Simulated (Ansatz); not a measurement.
## VPt, space group P4/mmm: a comparison of magnetic orders, step by step

Program: Ansatz's Python interface.

Typed at the interpreter:
```pycon
>>> import warnings
>>> import ansatz as az
>>> import numpy as np
>>> def count_gap(report):
...     # lowest empty less highest filled band, counting bands; zero where they overlap
...     return max(report.get("gap_by_band_count_ev") or 0.0, 0.0)
...
>>> CELL = [
...     (2.694077, 0.0, 0.0),
...     (0.0, 5.388154, 0.0),
...     (0.0, 0.0, 3.88),
... ]
>>> ATOMS = [
...     ("V", (0.5, 0.25, 0.5)),
...     ("Pt", (0.0, 0.0, 0.0)),
...     ("V", (0.5, 0.75, 0.5)),
...     ("Pt", (0.0, 0.5, 0.0)),
... ]
>>> def magnet(moments):
...     crystal = az.Crystal(lattice=az.Lattice.of(CELL))
...     for (symbol, position), moment in zip(ATOMS, moments):
...         crystal = crystal.atom(symbol, position, moment=moment or None)
...     return crystal
...
>>> warnings.simplefilter("ignore", az.DeckWarning)
>>> # starting moments in muB, one an atom
>>> orders = {
...     "FM": [1.2, 0, 1.2, 0],
...     "AFM": [1.2, 0, -1.2, 0],
... }
>>> rows = []
>>> for label, moments in orders.items():
...     job = magnet(moments).calculation()
...     job = job.functional("pbesol")
...     job = job.pseudopotentials("paw").kpoints(11, 6, 8)
...     job = job.occupations("fermi_dirac")
...     job = job.spin("collinear")
...     job = job.band_table()
...     r = job.run(threads=1).report
...     rows.append((label, r["free_energy_ev"], r["magnetization_mub"], r["absolute_magnetization_mub"], max(abs(m) for m in r["site_moments_mub"]), count_gap(r)))
...     print(label, "site moments:", [round(m, 2) for m in r["site_moments_mub"]])
...
RunWarning: the starting moments were not kept: the SCF closed with an absolute magnetisation of 2.7e-6 μB, where they sum to 2.4 μB in size (2 sites). That is at most 0.1 of that sum. Measured as [...]
FM site moments: [-0.0, 0.0, -0.0, 0.0]
AFM site moments: [0.0, -0.0, -0.0, 0.0]
>>> lowest = min(row[1] for row in rows)
>>> rows = [(row[0], 1000 * (row[1] - lowest) / 2, *row[2:]) for row in sorted(rows, key=lambda row: row[1])]
>>> print("         order  meV/magnetic atom         net muB    absolute muB  largest site muB  gap by band count eV")
         order  meV/magnetic atom         net muB    absolute muB  largest site muB  gap by band count eV
>>> for row in rows:
...     print(f"{str(row[0]):>14s}  {row[1]:17.2f}  {row[2]:14.3f}  {row[3]:14.3f}  {row[4]:16.3f}  {row[5]:20.3f}")
...
            FM               0.00          -0.000           0.000             0.000                 0.000
           AFM               0.00           0.000           0.000             0.000                 0.000
>>> print("lowest of these starts:", rows[0][0])
lowest of these starts: FM
```

Notes:
- The SCF didn't keep the moments it started from (some shrank, vanished or turned); what is printed is the state reached.
- A gap by band count of zero or less means overlapping bands, a metal.
- The starting cell is as deposited in a crystallographic database; the results hold for this polymorph, which needn't be the stable one.
- Gaps and levels are Kohn-Sham values on a finite set of k-points, without spin-orbit coupling.
- Warnings are shown shortened and without file and line.
- Each row is the state reached from that start at the given structure, not necessarily the lowest of its order; other orders weren't tried.
- The script silences the warnings on its input, which a real study should read.
- Finished in 110 s on 1 thread of Arm Neoverse V2, on a shared host, peak memory 0.83 GiB.
